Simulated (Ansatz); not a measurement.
# Ti: the cost of one run

Computed with Ansatz 0.2.0 (DFT PBEsol, scalar-relativistic, plane waves, PAW, unless a step's input says otherwise).

### Step 1. The system as given

Symmetry: Cmce, No. 64, orthorhombic system. Conventional cell: a = 4.389 Å, b = 7.438 Å, c = 4.395 Å, α = 90.00°, β = 90.00°, γ = 90.00°. Around Ti (site symmetry m) lie 7 Ti at 2.37 to 2.72 Å.

Structure file:

```cif
data_structure
_symmetry_space_group_name_H-M 'P 1'
_symmetry_Int_Tables_number 1
_cell_length_a 4.3181
_cell_length_b 4.3181
_cell_length_c 4.3945
_cell_angle_alpha 90.000
_cell_angle_beta 90.000
_cell_angle_gamma 118.916
_cell_volume 71.73
loop_
_atom_site_label
_atom_site_type_symbol
_atom_site_fract_x
_atom_site_fract_y
_atom_site_fract_z
_atom_site_occupancy
Ti1 Ti 0.15250 0.84750 0.07850 1
Ti2 Ti 0.65250 0.34750 0.42150 1
Ti3 Ti 0.84750 0.15250 0.92150 1
Ti4 Ti 0.34750 0.65250 0.57850 1
```

(A quick probe on a coarse mesh, which set the mesh and smearing, is not shown.)

### Step 3. Coarse relaxation

File input.yaml:

```yaml
crystal:
  lattice:
    - [2.1943530355, -3.7190214569, 0.0]
    - [2.1943530355, 3.7190214569, 0.0]
    - [0.0, 0.0, 4.3945437982]
  atoms:
    - { symbol: Ti, position: [0.1525, 0.8475, 0.0785] }
    - { symbol: Ti, position: [0.6525, 0.3475, 0.4215] }
    - { symbol: Ti, position: [0.8475, 0.1525, 0.9215] }
    - { symbol: Ti, position: [0.3475, 0.6525, 0.5785] }
basis:
  ecutwfc: 420
kpoints:
  mp_grid: { grid: [4, 4, 4] }
hamiltonian:
  xc: pbesol
scf:
  occupations: { method: gaussian, width: 0.1 }
  lower_state_search: "off"
output:
  forces: true
  stress: true
  eigenvalues: true
relax:
  adjacent_minimum: "off"
  f_tol: 0.04
  max_steps: 70
  cell: { stress_tol: 0.4 }
```

What time and memory should one allow on 1 thread of an Arm CPU, shared host?

About 49 s, with a peak of 0.36 GiB.
